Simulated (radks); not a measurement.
# Ag²⁺ in [Kr] 4d9: an all-electron calculation

Wanted: eigenvalues, radial structure and energy terms of the silver ion Ag2+.

The numbers are computed with radks (a radial shooting solver on a logarithmic mesh, Libxc functionals) version 1 (scalar-relativistic Kohn-Sham, r2SCAN, spin-polarised, spherical densities, finite nucleus; open shells are filled with parallel spins first), except any that are marked as measured or tabulated.

### 1 Starting point

| Item | Value |
| --- | --- |
| element | silver (Z = 47) |
| charge | +2 |
| electrons | 45 |
| configuration | [Kr] 4d9 |
| nuclear rms radius | 4.5454 fm |

The outer shells:

Ag²⁺
```
[Kr] core
4d [↑↓][↑↓][↑↓][↑↓][↑ ]
```

### 2 The run

Settings of this run:

```text
Z 47
configuration [Kr] 4d9 5s0 5p0 4f0 5d0
relativity scalar-relativistic
functional r2scan,r2scan
spin polarised
nucleus finite rms 4.5454 fm
c 137.035999084
```

What does the calculation give?

**Answer**, as computed:

```
                        quantity                     value
                    total energy       -5315.57858 hartree
exchange-correlation share of it                    2.80 %
                            −T/E                    1.0389
          highest occupied level       4d down, -28.605 eV
    most extended occupied level  4d down, <r> = 1.31 bohr
 radius at density 0.001 e/bohr³                 3.27 bohr
    maxima of the radial density                         4
         ionisation energy, NIST       34.8 (semi-emp.) eV
```

4 principal shells are occupied and 4 maxima appear in the radial density. −T/E is 1.039: with relativity the kinetic term as defined here no longer equals −E. Minus the highest eigenvalue, 28.605 eV, is 82 % of the tabulated ionisation energy (34.8 eV); the potential of a semilocal functional falls off too fast, so its top eigenvalue is too shallow. Open shells are spherical and high-spin; term and fine-structure splittings are not resolved.
